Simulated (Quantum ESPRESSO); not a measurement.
# CdGeAs2 under changes of volume

One of the cells (25.301 Å³/atom); the others are scaled copies at fixed shape and fractional positions:

```
Cd As Ge
1.0
    -2.98887    2.98887    5.66430
     2.98887   -2.98887    5.66430
     2.98887    2.98887   -5.66430
Cd As Ge
2 4 2
Cartesian
  0.0000 0.0000 5.6643
  2.9889 0.0000 2.8321
  1.4944 1.3224 -1.4161
  1.6665 -1.4944 7.0804
  1.4944 1.6665 4.2482
  1.3224 4.4833 1.4161
  0.0000 2.9889 2.8321
  0.0000 0.0000 0.0000
```

The cell is a database's computed one.

* Program: Quantum ESPRESSO 7.5
* Functional: LDA
* Potentials or basis: GBRV 1.5 LDA
* Cutoff: 612 eV
* Density cutoff: 4898 eV
* k mesh: 5 × 5 × 5
* Occupations: fermi-dirac, width 0.05 eV
* Spin: no spin polarisation

```csv
volume (Å³/atom),energy over the lowest point (meV/atom),pressure (GPa),gap on the mesh (eV)
23.783,3.14,1.7,0.17
24.289,0.00,0.2,0.23
24.795,1.28,-1.1,0.22
25.301,?,?,?
25.807,15.18,-3.3,0.22
26.313,26.97,-4.2,0.22
26.819,41.51,-5.1,0.21
```

**Question.** What does the run at 25.301 Å³/atom give?

**Answer.** Energy over the lowest point 6.48 meV/atom; pressure -2.3 GPa; gap on the mesh 0.22 eV.

Worked out: A Birch-Murnaghan fit of order 3 (a polynomial in V^(-2/3)) to the other rows has its minimum at 24.39 Å³/atom with B0 = V·E''(V) = 66 GPa and B' = 4.7 at fixed shape and positions, which overstates the stiffness. It gives 6.49 meV/atom at 25.301 Å³/atom, against the run's 6.48, and -dE/dV = -2.2 GPa, against -2.3. The gap follows no smooth curve through the other rows.

Energies are extrapolated to zero smearing.

Caveats: an odd mesh through Γ misses points on the zone boundary, where band edges often lie (some runs).

Spin-orbit coupling on As, Cd, Ge is left out.
